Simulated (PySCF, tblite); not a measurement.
# C6H6ClF3O: geometry, infrared bands and NMR shifts

What infrared bands and NMR shifts should C6H6ClF3O (`C[C@@]1(C(F)(F)F)C[C@H]1C(=O)Cl`) show?

Programs: tblite 0.8.0 and PySCF 2.14.0, with density-fitted response routines of our own. Each step states its level of theory. These are calculated values for one molecule in the gas phase, unless marked as measured. Atoms count from 0, in the outputs and in this text.

### 1 The starting structure

17 atoms, charge 0, multiplicity 1; geometry from: force field or distance geometry start.

Bonds of the start (Å): C0–C1 1.51, C1–C2 1.49, C2–F3 1.36, C2–F4 1.36, C2–F5 1.35, C1–C6 1.52, C6–C7 1.51, C7–C8 1.49, C8–O9 1.22, C8–Cl10 1.73, C7–C1 1.54, C0–H11 1.10, C0–H12 1.11, C0–H13 1.09, C6–H14 1.08, C6–H15 1.09, C7–H16 1.09.

### 2 Optimising the geometry with GFN2-xTB

What the job is given:

```
{"job": {"kind": "relax", "xc": "GFN2-xTB", "basis": "xTB"}, "charge": 0, "multiplicity": 1}
C     -0.833100     0.288500     1.293900
C     -0.366600     0.195700    -0.140500
C     -1.450600    -0.132400    -1.101200
F     -0.996800    -0.182500    -2.382900
F     -2.432000     0.807600    -1.055300
F     -2.019600    -1.326500    -0.814300
C      0.769700     1.113800    -0.551600
C      1.033100    -0.371200    -0.423600
C      1.878900    -0.934200     0.665100
O      2.673900    -0.218000     1.252200
Cl     1.546000    -2.607100     0.950800
H     -1.237000    -0.676100     1.636300
H     -1.647800     1.035200     1.386000
H     -0.041600     0.593300     1.980600
H      0.745900     1.549600    -1.542500
H      1.206700     1.772800     0.205000
H      1.164000    -0.896600    -1.368000
```

The run is started by

```console
$ OMP_NUM_THREADS=1 python probes_run.py task.json out
```

This one command runs all jobs of the session in turn.

**Question.** This job is followed by: GFN2-xTB harmonic vibrations, gas phase; GIAO PBE0/pcSseg-1 NMR shielding, non-relativistic, gas phase. What will the session give for the following? strongest single infrared mode (GFN2-xTB); zero-point energy (GFN2-xTB); 13C shifts against TMS (PBE0/pcSseg-1); 1H shifts against TMS (PBE0/pcSseg-1, means over atoms taken as alike); 19F shifts against CFCl3 (PBE0/pcSseg-1, means over atoms taken as alike); 17O shifts against H2O (PBE0/pcSseg-1); 35Cl shifts against HCl (PBE0/pcSseg-1).

The runs gave:

```
                                                                 quantity                                     value
                                strongest single infrared mode (GFN2-xTB)                     1808 cm⁻¹, 314 km/mol
                                             zero-point energy (GFN2-xTB)                             70.1 kcal/mol
                                   13C shifts against TMS (PBE0/pcSseg-1)  183.8, 135.1, 37.5, 34.7, 24.3, 11.7 ppm
   1H shifts against TMS (PBE0/pcSseg-1, means over atoms taken as alike)                2.59, 1.62, 1.61, 1.29 ppm
19F shifts against CFCl3 (PBE0/pcSseg-1, means over atoms taken as alike)                                 -90.8 ppm
                                   17O shifts against H2O (PBE0/pcSseg-1)                                 568.5 ppm
                                  35Cl shifts against HCl (PBE0/pcSseg-1)                                   513 ppm
```

**Reading.** The optimisation took 91 steps and gained 0.318 eV; among the close pairs (by a distance rule), C8–Cl10 changed most, from 1.729 to 1.764 Å. No mode is imaginary among the 45: a minimum at this level. The strongest single mode, at 1808 cm⁻¹, moves mainly C8 and O9. GFN2-xTB is a fitted tight-binding method: band positions and strengths are rough. Its intensities can rank the bands wrongly.
